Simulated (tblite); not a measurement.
# C5H12OSi: the cost of one run

The runs use tblite 0.8.0 and PySCF 2.14.0, with density-fitted response routines of our own; the level of theory stands in each step. All values are computed, except where a source is named. Atoms count from 0, in the outputs and in this text.

### 1 Starting geometry

19 atoms, charge 0, multiplicity 1; geometry from: force field or distance geometry start.

Bonds of the start (Å): C0–C1 1.53, C1–C2 1.52, C2–O3 1.44, O3–C4 1.45, C4–C5 1.48, C5–Si6 1.88, Si6–C4 1.86, C0–H7 1.09, C0–H8 1.09, C0–H9 1.08, C1–H10 1.09, C1–H11 1.10, C2–H12 1.10, C2–H13 1.10, C4–H14 1.09, C5–H15 1.08, C5–H16 1.08, Si6–H17 1.48, Si6–H18 1.48.

### 2 Geometry optimisation with GFN2-xTB

The job: settings as JSON, then the geometry in Å.

```
{"job": {"kind": "relax", "xc": "GFN2-xTB", "basis": "xTB"}, "charge": 0, "multiplicity": 1}
C      3.231700    -0.302800    -0.003300
C      1.893200    -0.239900    -0.750700
C      0.775500     0.226000     0.163800
O     -0.439100     0.261700    -0.615000
C     -1.586000     0.679400     0.169700
C     -2.338400    -0.396600     0.859000
Si    -3.252700     0.361000    -0.595800
H      3.177500    -0.986700     0.848900
H      3.507300     0.685000     0.378100
H      4.013000    -0.644200    -0.668500
H      1.979300     0.421000    -1.608900
H      1.651800    -1.237500    -1.143900
H      0.638500    -0.450400     1.020000
H      0.978100     1.236500     0.535500
H     -1.534000     1.663400     0.639400
H     -2.042400    -1.422900     0.714400
H     -2.774100    -0.176400     1.826900
H     -4.435000     1.063200    -0.040900
H     -3.454000    -0.730700    -1.571100
```

Launch:

```bash
OMP_NUM_THREADS=1 python probes_run.py task.json out
```

This one command runs all jobs of the session in turn.

Q: Estimate the wall time and peak memory of this first job on 1 thread of Intel Xeon at 2.50GHz, shared host.

About 1.6 s, with a peak of 0.18 GiB.
